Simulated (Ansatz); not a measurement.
**F₃HNTa: a ladder of functionals and wavefunction methods**

One table from this session's results is given with a row withheld; the runs are named, their logs left out.

The runs use Ansatz 0.2.0, Gaussian basis; functionals in def2-TZVPP, the program's frozen cores in correlated methods.

Levels to be run: LDA (SPW92), PBE-D4, revPBE-D4, BLYP-D4, r2SCAN-D4, B97M-V, PBE0-D4, B3LYP-D4, r2SCANh-D4, r2SCAN0-D4, HSE06-D4, BHLYP-D4, CAM-B3LYP-D4, LC-ωPBE, ωB97X-V, ωB97M-V, B2PLYP, PBE-QIDH; CCSD(T)/def2-SVP; CCSD(T)/def2-TZVPP; MP2/def2-QZVPP; extrapolation to the limit; RPA on PBE.

### Structure used throughout

The geometry comes from an earlier relaxation with PBE0-D4 in a triple-zeta def2 set; it is a stationary point. Ta takes the def2 core potential; no spin-orbit term is included.

6 atoms, charge 0, spin multiplicity 1.

Atoms are counted from 1 here; the program's logs count them from 0.

Bond lengths: N1–Ta2 1.752 Å, N1–H6 1.006 Å, Ta2–F3 1.875 Å, Ta2–F4 1.875 Å, Ta2–F5 1.875 Å. Angles: Ta2–N1–H6 179.9°, N1–Ta2–F3 108.4°, N1–Ta2–F4 108.4°, N1–Ta2–F5 108.4°, F3–Ta2–F4 110.6°, F3–Ta2–F5 110.6°, F4–Ta2–F5 110.5°.

The first run:

Contents of in.yaml:

```yaml
crystal:
  periodic: [false, false, false]
  atoms:
    - {symbol: N, position_ang: [-0.785591, 0.677481, 0.752008]}
    - {symbol: Ta, position_ang: [0.286063, -0.253220, -0.274967]}
    - {symbol: F, position_ang: [1.488828, -1.187016, 0.818580]}
    - {symbol: F, position_ang: [-0.750520, -1.446747, -1.282643]}
    - {symbol: F, position_ang: [1.203843, 0.932784, -1.399881]}
    - {symbol: H, position_ang: [-1.400521, 1.212718, 1.340702]}
basis:
  gaussian: {orbitals: def2-TZVPP}
hamiltonian: {xc: lda}
output: {orbitals: {seedname: orbitals}}
```

Steps of the session up to this table: LDA; PBE-D4 (GGA); revPBE-D4 (GGA); BLYP-D4 (GGA); r2SCAN-D4 (meta-GGA); B97M-V (meta-GGA); PBE0-D4 (hybrid); B3LYP-D4 (hybrid); r2SCANh-D4 (hybrid); r2SCAN0-D4 (hybrid); HSE06-D4 (hybrid); BHLYP-D4 (hybrid); CAM-B3LYP-D4 (range-separated); LC-ωPBE-D4 (range-separated; the results give it without D4); ωB97X-V (range-separated); ωB97M-V (range-separated); B2PLYP (double hybrid); PBE-QIDH (double hybrid).

One of the session's tables, all rows but one given; the rest of the session is left out.

It belongs to the step «Frontier levels by functional». 

| functional | HOMO (eV) | gap (eV) |
| --- | --- | --- |
| LDA (SPW92) | -7.37 | 5.10 |
| PBE-D4 | -7.12 | 5.18 |
| revPBE-D4 | -7.03 | 5.21 |
| BLYP-D4 | ? | ? |
| r2SCAN-D4 | -7.43 | 5.65 |
| B97M-V | -7.41 | 5.65 |
| PBE0-D4 | -8.57 | 7.51 |
| B3LYP-D4 | -8.31 | 6.96 |
| r2SCANh-D4 | -7.97 | 6.52 |
| r2SCAN0-D4 | -8.78 | 7.83 |
| HSE06-D4 | -8.16 | 6.72 |
| BHLYP-D4 | -9.87 | 9.78 |
| CAM-B3LYP-D4 | -9.97 | 10.02 |
| LC-ωPBE | -11.33 | 12.68 |
| ωB97X-V | -10.96 | 12.12 |
| ωB97M-V | -10.87 | 11.58 |

**Question.** Estimate the row for BLYP-D4.

Worked estimate for «HOMO (eV)». Against the share of exact exchange, B3LYP-D4 (0.2, -8.31), BHLYP-D4 (0.5, -9.87) give a slope of -5.20 per unit share; at 0 the line stands at -7.27.

The run gave: HOMO (eV): -6.98; gap (eV): 5.10. In «HOMO (eV)» the line misses by -0.29.
